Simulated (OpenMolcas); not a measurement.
# Re⁵⁺ among point charges: CASSCF and CASPT2 levels and susceptibility

Aim: the splitting of the states of Re⁵⁺ in the field of 6 point charges, its lowest levels with spin-orbit coupling and its magnetic susceptibility.

Method: state-averaged CASSCF and CASPT2, spin-orbit coupling by RASSI with atomic mean-field integrals. Code: OpenMolcas 26.06.

## 1. Starting point

```
Species                           : Re⁵⁺ (rhenium, Z = 75, 70 electrons)
Basis                             : ANO-RCC-VDZP [7s6p4d2f1g], 68 functions
Scalar Hamiltonian                : DKH2, point nucleus
Inactive shells                   : 1s 2s 2p 3s 3p 3d 4s 4p 4d 4f 5s 5p
Active space                      : 2 electrons in 5 orbitals (5d)
Some configurations of this space : 5d²
Orbitals                          : optimised for each spin and parity, averaged over all roots
```

Outer shells as boxes (Hund's rule):

5d2
```
5d [↑ ][↑ ][  ][  ][  ]
```

The ion sits among 6 point charges of -1.36 e arranged as an octahedron (Oh), 1.96 Å from the ion.

Each step is its own input file, run in one work folder so that later steps find the files of earlier ones. Labels, J, g values, rates, χT and fits are worked out afterwards by a script from the matrices that RASSI stores. The input lists half of the charges; inversion (Group=XYZ) makes the rest.

## 2. One- and two-electron integrals

Input file a.inp:

```
&GATEWAY
Coord
1

Re 0.0 0.0 0.0
Basis=ANO-RCC-VDZP
Group=XYZ
NoMove
AngMom=0.0 0.0 0.0
AMFI
XField
3 Angstrom 0
1.960000 0.000000 0.000000 -1.360000
0.000000 1.960000 0.000000 -1.360000
0.000000 0.000000 1.960000 -1.360000
&SEWARD
```

Command:

```
$ OMP_NUM_THREADS=1 MOLCAS_MEM=1689 MOLCAS_PROJECT=a pymolcas a.inp > a.log
```

## 3. CASSCF: triplets of even parity, 10 roots

Input file a.inp:

```
&RASSCF
FileOrb=start.orb
Symmetry=1
Spin=3
nActEl=2 0 0
Inactive=15 19
Ras2=5 0
CIRoot=10 10 1
SDav=10
CIMx=300
Iter=120 100
PrWF=0.3
OrbListing=Nothing
MaxOrb=0
>>> COPY $Project.JobIph JOB001
```

start.orb holds the contracted functions of the basis, ordered by shell, or the orbitals of the step before.

## 4. CASSCF: singlets of even parity, 15 roots

Input file a.inp:

```
&RASSCF
FileOrb=start.orb
Symmetry=1
Spin=1
nActEl=2 0 0
Inactive=15 19
Ras2=5 0
CIRoot=15 15 1
SDav=15
CIMx=300
Iter=120 100
PrWF=0.3
OrbListing=Nothing
MaxOrb=0
>>> COPY $Project.JobIph JOB002
```

## 5. State interaction with spin-orbit coupling

Input file a.inp:

```
&RASSI
NrOfJobIphs=2 10 15
1 2 3 4 5 6 7 8 9 10
1 2 3 4 5 6 7 8 9 10 11 12 13 14 15
IphNames
JOB001
JOB002
EJob
SpinOrbit
DIPRint=1.0
SOCoupling=1000.0
Subsets=2
Property=9
'ANGMOM' 1 'ANGMOM' 2 'ANGMOM' 3 'MLTPL  1' 1 'MLTPL  1' 2 'MLTPL  1' 3
'AMFI' 1 'AMFI' 2 'AMFI' 3
SOProperty=3
'ANGMOM' 1 'ANGMOM' 2 'ANGMOM' 3
```

## 6. CASPT2: IPEA 0.25, imaginary shift 0.1 (closed shells correlated: 5s 5p)

Input file a.inp:

```
>>> COPY JOB001 $Project.JobIph
&CASPT2
Multistate=10 1 2 3 4 5 6 7 8 9 10
NoMult
Frozen=14 16
IPEA=0.25
Imaginary=0.1
MaxIter=60
WThr=0.0 0.3 0.05
PrWF=0.5
NoMix
>>> COPY JOB002 $Project.JobIph
&CASPT2
Multistate=15 1 2 3 4 5 6 7 8 9 10 11 12 13 14 15
NoMult
Frozen=14 16
IPEA=0.25
Imaginary=0.1
MaxIter=60
WThr=0.0 0.3 0.05
PrWF=0.5
NoMix
```

(Steps that only read results are left out.)

Q: Predict the outcome of this session. Wanted: spin-free ground state; first state of the same spin within the active space; lowest level; next level.

**Answer**, as computed:

```
                                            quantity                                                                        value
                                              method  SS-CASPT2, IPEA 0.25, imaginary shift 0.1 (closed shells correlated: 5s 5p)
                              spin-free ground state                                              3T1, 3-fold in its orbital part
first state of the same spin within the active space                                                             3T2 at 7400 cm⁻¹
                                        lowest level                                               2-fold E, g = 0.00, 0.00, 0.00
                                          next level                                                                  1158.2 cm⁻¹
                                         χT at 300 K                                                               0.07 cm³ K/mol
                           effective moment at 300 K                                                                      0.77 μB
```

Cost by method:

```tsv
method	time of its own steps	time with the reference
A. CASSCF	3.2 s	3.2 s
B. SS-CASPT2, IPEA 0.25, imaginary shift 0.1, +5s 5p	1.8 s	5.1 s
```

Times are of one thread on a shared host.

**Reading.** The spin-free ground state (3T1) comes to 97 % from free-ion F terms and keeps the highest spin of the shell. χT at 300 K is 0.07, against 1.00 cm³ K/mol for the spin alone, so spin-orbit coupling lowers it. A ligand-field fit to the states below 45000 cm-1 gives 10Dq = 8888 cm-1, B = 775 cm-1 and C = 3276 cm-1 (C/B = 4.23), with a deviation of 252 cm-1. CASPT2 does not keep the components of a term degenerate, and the means are used. The field of point charges can differ much from that of real complexes. This is an electrostatic model: the charges have no orbitals.
